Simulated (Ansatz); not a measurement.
# CH6BNO: up Jacob's ladder to CCSD(T)

The task here is to estimate one member of a computed series from the others.

The runs use Ansatz 0.2.0, Gaussian basis; functionals in def2-TZVPP, the program's frozen cores in correlated methods.

Plan: PBE-D4, r2SCAN-D4, PBE0-D4, B3LYP-D4, ωB97X-V, ωB97M-V, B2PLYP; CCSD(T)/def2-TZVPP; CCSD(T)/def2-QZVPP; extrapolation to the limit.

## The geometry

The geometry comes from an earlier relaxation with PBE0-D4 in a triple-zeta def2 set; it is a stationary point, not always the lowest conformer.

SMILES `NCBO`, 10 atoms, charge 0, spin multiplicity 1.

Atoms are counted from 1 here; the program's logs count them from 0.

Bond lengths: N1–C2 1.458 Å, N1–H5 1.012 Å, N1–H6 1.011 Å, C2–B3 1.566 Å, C2–H7 1.107 Å, C2–H8 1.097 Å, B3–O4 1.355 Å, B3–H9 1.207 Å, O4–H10 0.959 Å. Angles: C2–N1–H5 110.7°, C2–N1–H6 111.5°, H5–N1–H6 107.2°, N1–C2–B3 113.0°, N1–C2–H7 114.3°, N1–C2–H8 109.4°, B3–C2–H7 106.4°, B3–C2–H8 108.4°, H7–C2–H8 104.8°, C2–B3–O4 118.5°, C2–B3–H9 121.9°, O4–B3–H9 119.6°, B3–O4–H10 113.3°.

The first run:

in.yaml reads:

```yaml
crystal:
  periodic: [false, false, false]
  atoms:
    - {symbol: N, position_ang: [-0.795818, 1.423083, 0.174714]}
    - {symbol: C, position_ang: [-0.292337, 0.116591, 0.580084]}
    - {symbol: B, position_ang: [0.412837, -0.656331, -0.585290]}
    - {symbol: O, position_ang: [0.640990, -1.983170, -0.434647]}
    - {symbol: H, position_ang: [-0.079428, 1.948274, -0.309653]}
    - {symbol: H, position_ang: [-1.082525, 1.974191, 0.972878]}
    - {symbol: H, position_ang: [0.430439, 0.146285, 1.418692]}
    - {symbol: H, position_ang: [-1.124309, -0.495976, 0.948235]}
    - {symbol: H, position_ang: [0.785189, -0.097360, -1.587950]}
    - {symbol: H, position_ang: [1.104961, -2.375577, -1.177074]}
basis:
  gaussian: {orbitals: def2-TZVPP}
hamiltonian: {xc: pbe, dispersion: d4}
output: {forces: true, orbitals: {seedname: orbitals}}
```

Run with:

```sh
$ ansatz run in.yaml --threads 2 --pin off --events-out ev --progress --plain --max-ram 32768MiB --backend cpu
```

Among the steps run: PBE-D4 (GGA); r2SCAN-D4 (meta-GGA); PBE0-D4 (hybrid); B3LYP-D4 (hybrid); ωB97X-V (range-separated); ωB97M-V (range-separated); B2PLYP (double hybrid); CCSD(T) in def2-TZVPP; CCSD(T) in def2-QZVPP.

One of the session's tables, all rows but one given; the rest of the session is left out.

It belongs to the step «Atomisation energies». 

```
            method  atomisation energy (kJ/mol)
            PBE-D4                       3865.8
         r2SCAN-D4                       3784.5
           PBE0-D4                       3789.7
          B3LYP-D4                       3797.4
           ωB97X-V                       3790.9
           ωB97M-V                       3803.5
            B2PLYP                       3755.8
     HF/def2-TZVPP                       2729.1
    MP2/def2-TZVPP                       3739.0
   CCSD/def2-TZVPP                       3627.1
CCSD(T)/def2-TZVPP                            ?
           MP2/CBS                       3839.0
       CCSD(T)/CBS                       3773.4
```

Q: Estimate the row for CCSD(T)/def2-TZVPP from the others.

The run gave: atomisation energy (kJ/mol): 3678.1. In the column «atomisation energy (kJ/mol)» it lies between CCSD/def2-TZVPP (3627.1) and MP2/def2-TZVPP (3739.0).

Limits of these values: Free atoms (1 N, 1 C, 1 B, 1 O, 6 H) were run apart at each level; the atomisation energy is their sum less the molecule, without zero-point or spin-orbit terms.
